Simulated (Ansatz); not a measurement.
**C2H9AlSSi: basis-set convergence**

One table from this session's results is given with a row withheld; the runs are named, their logs left out.

Method: one geometry, several basis sets; program: Ansatz 0.2.0, Gaussian basis.

Levels to be run: PBE0-D4/def2-SVP; ωB97M-V/def2-SVP; PBE0-D4/def2-QZVPP; ωB97M-V/def2-QZVPP; the functionals' def2-TZVPP values are taken from earlier runs.

## The geometry

An earlier PBE0-D4 in a triple-zeta def2 set relaxation fixed the geometry.

14 atoms, charge 0, spin multiplicity 1.

Atoms are counted from 1 here; the program's logs count them from 0.

Bond lengths: C1–S2 1.815 Å, C1–H6 1.089 Å, C1–H7 1.089 Å, C1–H8 1.090 Å, S2–Si3 2.275 Å, S2–Al5 2.459 Å, Si3–C4 1.875 Å, Si3–Al5 2.400 Å, Si3–H9 1.493 Å, C4–H10 1.094 Å, C4–H11 1.092 Å, C4–H12 1.092 Å, Al5–H13 1.587 Å, Al5–H14 1.588 Å. Angles: S2–C1–H6 107.7°, S2–C1–H7 109.0°, S2–C1–H8 110.9°, H6–C1–H7 110.1°, H6–C1–H8 109.1°, H7–C1–H8 110.0°, C1–S2–Si3 99.6°, C1–S2–Al5 99.7°, Si3–S2–Al5 60.8°, S2–Si3–C4 106.6°, S2–Si3–Al5 63.4°, S2–Si3–H9 101.7°, C4–Si3–Al5 125.2°, C4–Si3–H9 109.4°, Al5–Si3–H9 125.4°, Si3–C4–H10 109.3°, Si3–C4–H11 111.7°, Si3–C4–H12 110.6° and more.

Set-up of the first run:

in.yaml

```yaml
crystal:
  periodic: [false, false, false]
  atoms:
    - {symbol: C, position_ang: [-1.997721, 0.885573, 0.705078]}
    - {symbol: S, position_ang: [-0.381382, 1.252919, -0.034644]}
    - {symbol: Si, position_ang: [0.597529, -0.791810, 0.154030]}
    - {symbol: C, position_ang: [2.400288, -0.484883, 0.568413]}
    - {symbol: Al, position_ang: [-0.443286, -0.288907, -1.949404]}
    - {symbol: H, position_ang: [-2.699923, 1.643332, 0.360021]}
    - {symbol: H, position_ang: [-1.907828, 0.924292, 1.789676]}
    - {symbol: H, position_ang: [-2.352478, -0.097333, 0.395627]}
    - {symbol: H, position_ang: [-0.098582, -1.351373, 1.350940]}
    - {symbol: H, position_ang: [2.925695, -1.442383, 0.627115]}
    - {symbol: H, position_ang: [2.513469, 0.030406, 1.524083]}
    - {symbol: H, position_ang: [2.879218, 0.107727, -0.213428]}
    - {symbol: H, position_ang: [0.520717, 0.258353, -3.084914]}
    - {symbol: H, position_ang: [-1.968515, -0.675214, -2.163889]}
basis:
  gaussian: {orbitals: def2-SVP}
hamiltonian: {xc: pbe0, dispersion: d4}
output: {orbitals: {seedname: orbitals}}
```

The run is started by

```sh
> ansatz run in.yaml --threads 4 --pin off --events-out ev --progress --plain --max-ram 10444MiB
```

Steps of the session up to this table: PBE0-D4 in def2-SVP; ωB97M-V in def2-SVP; PBE0-D4 in def2-QZVPP; ωB97M-V in def2-QZVPP.

One of the session's tables, all rows but one given; the rest of the session is left out.

It belongs to the step «Density functionals: the series». 

| functional | basis | HOMO (eV) | LUMO (eV) |
| --- | --- | --- | --- |
| PBE0-D4 | def2-SVP | -6.48 | -0.15 |
| PBE0-D4 | def2-TZVPP | -6.44 | -0.44 |
| PBE0-D4 | def2-QZVPP | -6.45 | -0.56 |
| ωB97M-V | def2-SVP | ? | ? |
| ωB97M-V | def2-TZVPP | -8.41 | 1.26 |
| ωB97M-V | def2-QZVPP | -8.41 | 0.85 |

**Question.** Estimate the row for ωB97M-V, def2-SVP.

The run gave: HOMO (eV): -8.41; LUMO (eV): 1.69.
